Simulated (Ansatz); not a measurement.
Crystal: WBrCl3O.

```
W Br Cl O
1.0
     3.87715    0.00000    0.00000
     1.92873    6.51103    0.00000
     1.93396    0.07405    6.56598
W Br Cl O
1 1 3 1
Direct
  0.03607 0.99782 0.99643
  0.81663 0.19339 0.31812
  0.31702 0.81389 0.69527
  0.13279 0.69259 0.18213
  0.01345 0.30384 0.81121
  0.56204 0.99846 0.99684
```

The cell comes from a database or a generator and needn't be the stable form of this composition.

| Property | Result |
| --- | --- |
| Program | Ansatz 0.2.0 |
| Task | single point |
| Functional | PBE |
| Potentials or basis | Ansatz PAW |
| Cutoff | 420 eV (not typed: the program's choice for these potentials) |
| k mesh | 8 × 4 × 4 |
| Occupations | fermi-dirac, width 0.05 eV |
| Spin | no spin polarisation |

On this cell: pressure -1.5 GPa; largest force 0.964 eV/Å; band gap on the k mesh 1.54 eV, indirect (least direct gap 1.59 eV).

The same run follows on a disturbed copy (atoms moved at random, drawn with an rms of 0.05 Å):

```xyz
6
Lattice="3.8771 0.0000 0.0000 1.9287 6.5110 0.0000 1.9340 0.0741 6.5660" Properties=species:S:1:pos:R:3 pbc="T T T"
W     3.9602    6.5396    6.5045
Br    4.0893    1.2858    2.1017
Cl    4.2015    5.3943    4.6025
Cl    2.2523    4.4405    1.1588
Cl    2.2276    2.0525    5.2988
O     6.0510    6.5685    6.5367
```

Problem. What does the disturbed cell give?

Solution. The energy moves by +12.8 meV/atom; pressure -1.1 GPa; largest force 1.691 eV/Å; band gap on the k mesh 1.35 eV, indirect (least direct gap 1.38 eV).

Forces in eV/Å, atoms in the order of the input:
```
W   -0.511  0.808  1.396
Br   0.164 -0.453 -0.599
Cl   0.019 -0.469 -0.796
Cl  -0.084  0.849 -0.364
Cl  -0.004 -0.611  0.426
O    0.416 -0.122 -0.063
```

Stress tensor (GPa, compression positive):
```
-0.61  0.32  0.23
 0.32 -2.42  1.62
 0.23  1.62 -0.30
```

Caveats: spin-orbit coupling is left out, which moves the levels of the heavy elements.

A k mesh can miss the band edges.
